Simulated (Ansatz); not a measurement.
# B3C: the cost of one run

Method: DFT PBE, scalar-relativistic, plane waves, PAW, in Ansatz 0.2.0.

## 1. Starting point

Symmetry: P-6m2, No. 187, hexagonal system. Conventional cell: a = 2.410 Å, b = 2.410 Å, c = 7.509 Å, α = 90.00°, β = 90.00°, γ = 120.00°. B (site symmetry -6m2) is surrounded by 12 B at 2.27 to 2.41 Å. B (site symmetry 3m) has 9 B at 2.27 to 2.41 Å and 3 C at 2.41 Å as nearest neighbours. C (site symmetry -6m2) has 6 B at 2.41 Å and 6 C at 2.41 Å as nearest neighbours.

Structure file:

```cif
data_structure
_symmetry_space_group_name_H-M 'P-6m2'
_symmetry_Int_Tables_number 187
_cell_length_a 2.4104
_cell_length_b 2.4104
_cell_length_c 7.5088
_cell_angle_alpha 90.000
_cell_angle_beta 90.000
_cell_angle_gamma 120.000
_cell_volume 37.78
loop_
_atom_site_label
_atom_site_type_symbol
_atom_site_symmetry_multiplicity
_atom_site_Wyckoff_symbol
_atom_site_fract_x
_atom_site_fract_y
_atom_site_fract_z
_atom_site_occupancy
B1 B 1 a 0.00000 0.00000 0.00000 1
B2 B 2 i 0.66667 0.33333 0.76162 1
C1 C 1 b 0.00000 0.00000 0.50000 1
```

Recipe of the guess: species swapped into a database cell of Co3Ir (P-6m2, No. 187), with B on the Co sites and C on the Ir sites. Lengths come from tabulated atomic sizes and are only a guess.

## 2. The guess as it stands, on a coarse mesh

Contents of input.yaml:

```yaml
crystal:
  lattice:
    - [2.4103921, 0.0, 0.0]
    - [-1.20519605, 2.08746079, 0.0]
    - [0.0, 0.0, 7.50877845]
  atoms:
    - { symbol: B, position: [0.0, 0.0, 0.0] }
    - { symbol: B, position: [0.66666667, 0.33333333, 0.76162153] }
    - { symbol: B, position: [0.66666667, 0.33333333, 0.23837847] }
    - { symbol: C, position: [0.0, 0.0, 0.5] }
basis:
  ecutwfc: 420
kpoints:
  mp_grid: { grid: [12, 12, 2] }
hamiltonian:
  xc: pbe
scf:
  occupations: { method: gaussian, width: 0.1 }
  lower_state_search: "off"
output:
  forces: true
  stress: true
  eigenvalues: true
```

The run is started by

```
$ ansatz run input.yaml --threads 1 --pin off --max-ram 2560MiB --backend cpu --events-out ev --progress --plain --runs-dir out
```

Q: Estimate wall time and peak memory on 1 thread of Arm Neoverse V2, shared host.

About 1.3 s, with a peak of 0.28 GiB.
